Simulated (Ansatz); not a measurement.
This script makes an all-electron equation of state of Al, space group Im-3m with the Python package of Ansatz (0.2.0).

`al.py`:
```python
"""All-electron equation of state of Al."""

import ansatz as az
from ase.eos import EquationOfState
from ase.units import GPa
import numpy as np

VECTORS = np.array([
    [-1.59121869, 1.59121869, 1.59121869],
    [1.59121869, -1.59121869, 1.59121869],
    [1.59121869, 1.59121869, -1.59121869],
])
SITES = [
    ("Al", (0.0, 0.0, 0.0)),
]


def on_lattice(cell):
    crystal = az.Crystal(lattice=az.Lattice.of(cell))
    for symbol, position in SITES:
        crystal = crystal.atom(symbol, position)
    return crystal

volumes, energies = [], []
for scale in np.linspace(0.92, 1.08, 5):
    cell = VECTORS * scale ** (1 / 3)
    base = (
        on_lattice(cell).calculation()
        .functional(az.Functional.LDA)
        .occupations("Fermi-Dirac", width=0.05)  # the run then minimises F = E - TS
        .kpoints(13, 13, 13)
        .pseudopotentials("all_electron", lapw=True)
    )
    summary = base.run(threads=1, backend="cpu").report
    volumes.append(abs(np.linalg.det(cell)) / len(SITES))
    energies.append(summary["free_energy_ev"] / len(SITES))
    print(f"{scale:.3f} {volumes[-1]:9.4f} A^3/atom {energies[-1]:16.5f} eV/atom  (estimated basis error {1000 * summary['lapw_basis_errors']['total_ev_per_atom']:.2f} meV/atom)")
v0, e0, bulk = EquationOfState(volumes, energies, eos="birchmurnaghan").fit()
print(f"V0 = {v0:.4f} A^3/atom, B0 = {bulk / GPa:.1f} GPa")
```

Where does the minimum lie against the volume typed, and how stiff is the crystal?

A third-order Birch-Murnaghan fit through the 5 points has its minimum at 16.13 Å³ an atom, 0.1 % above the typed cell, with a bulk modulus of 77 GPa and dB/dP = 4.8. From that minimum the energy rises by 29.7 meV an atom on the compressed side and 21.0 meV on the expanded side.

What the script printed:

```console
$ python al.py
0.920   14.8265 A^3/atom      -6582.84137 eV/atom  (estimated basis error 0.08 meV/atom)
0.960   15.4711 A^3/atom      -6582.86411 eV/atom  (estimated basis error 0.08 meV/atom)
1.000   16.1157 A^3/atom      -6582.87112 eV/atom  (estimated basis error 0.08 meV/atom)
1.040   16.7603 A^3/atom      -6582.86554 eV/atom  (estimated basis error 0.08 meV/atom)
1.080   17.4050 A^3/atom      -6582.85011 eV/atom  (estimated basis error 0.08 meV/atom)
V0 = 16.1278 A^3/atom, B0 = 77.1 GPa
```

Reading the output:
- All-electron totals depend on functional, relativistic treatment and basis; only differences at equal settings carry meaning.
- The mesh is modest for a metal, so energies can be off by several to tens of meV an atom and pressures by half a GPa or more; differences at equal mesh fare better.
- This isn't the structure that Al takes at ambient conditions.
- It ran for 9.4 s on 1 thread of Intel(R) Xeon(R) Processor @ 2.30GHz (shared host), peak memory 0.37 GiB.
